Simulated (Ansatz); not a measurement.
# BeZn2Se3: the cost of one run

Computed with Ansatz 0.2.0 (DFT PBE, scalar-relativistic, plane waves, PAW, unless a step's input says otherwise).

## Step 1: The structure to begin with

It takes space group P6_3mc (No. 186, hexagonal). Conventional cell: a = 3.915 Å, b = 3.915 Å, c = 19.411 Å, α = 90.00°, β = 90.00°, γ = 120.00°. Around Be (site symmetry 3m) lie 4 Se at 2.24 to 2.36 Å. Zn (site symmetry 3m) is surrounded by 4 Se at 2.44 to 2.47 Å. Around Zn (site symmetry 3m) lie 4 Se at 2.44 to 2.46 Å. Se (site symmetry 3m) is surrounded by 1 Be at 2.24 Å and 3 Zn at 2.44 Å. Se (site symmetry 3m) has 3 Be at 2.36 Å and 1 Zn at 2.47 Å in its first shell of neighbours. Se (site symmetry 3m) is surrounded by 4 Zn at 2.44 to 2.46 Å.

As a file:

```
CELL_PARAMETERS angstrom
3.91509 0.00000 0.00000
-1.95754 3.39056 0.00000
0.00000 0.00000 19.41139
ATOMIC_POSITIONS crystal
Be 0.33333 0.66667 0.00058
Be 0.66667 0.33333 0.50058
Zn 0.33333 0.66667 0.33830
Zn 0.33333 0.66667 0.66369
Zn 0.66667 0.33333 0.16369
Zn 0.66667 0.33333 0.83830
Se 0.33333 0.66667 0.11609
Se 0.33333 0.66667 0.46577
Se 0.33333 0.66667 0.79057
Se 0.66667 0.33333 0.29057
Se 0.66667 0.33333 0.61609
Se 0.66667 0.33333 0.96577
```

The start is the relaxed end of an invented cell (made as: elements ordered on the sites of the ZnSe type, Be/Zn on Zn (P6_3mc, No. 186)), taken up again for a closer look.

## Step 2: A first look at the guess

input.yaml

```yaml
crystal:
  lattice:
    - [3.9150872, 0.0, 0.0]
    - [-1.9575436, 3.3905649, 0.0]
    - [0.0, 0.0, 19.4113918]
  atoms:
    - { symbol: Be, position: [0.3333333, 0.6666667, 0.00058] }
    - { symbol: Be, position: [0.6666667, 0.3333333, 0.50058] }
    - { symbol: Zn, position: [0.3333333, 0.6666667, 0.338302] }
    - { symbol: Zn, position: [0.3333333, 0.6666667, 0.663686] }
    - { symbol: Zn, position: [0.6666667, 0.3333333, 0.163686] }
    - { symbol: Zn, position: [0.6666667, 0.3333333, 0.838302] }
    - { symbol: Se, position: [0.3333333, 0.6666667, 0.116091] }
    - { symbol: Se, position: [0.3333333, 0.6666667, 0.465768] }
    - { symbol: Se, position: [0.3333333, 0.6666667, 0.790572] }
    - { symbol: Se, position: [0.6666667, 0.3333333, 0.290572] }
    - { symbol: Se, position: [0.6666667, 0.3333333, 0.616091] }
    - { symbol: Se, position: [0.6666667, 0.3333333, 0.965768] }
basis:
  ecutwfc: 420
kpoints:
  mp_grid: { grid: [6, 6, 1] }
hamiltonian:
  xc: pbe
scf:
  occupations: { method: gaussian, width: 0.1 }
  lower_state_search: "off"
output:
  forces: true
  stress: true
  eigenvalues: true
```

Launch:

```sh
ansatz run input.yaml --threads 4 --pin off --max-ram 8192MiB --backend cpu --events-out ev --progress --plain --runs-dir out
```

What time and memory should one allow on 4 threads of AMD EPYC 7R43 (Zen 3), shared host?

About 6.3 s, with a peak of 0.79 GiB.
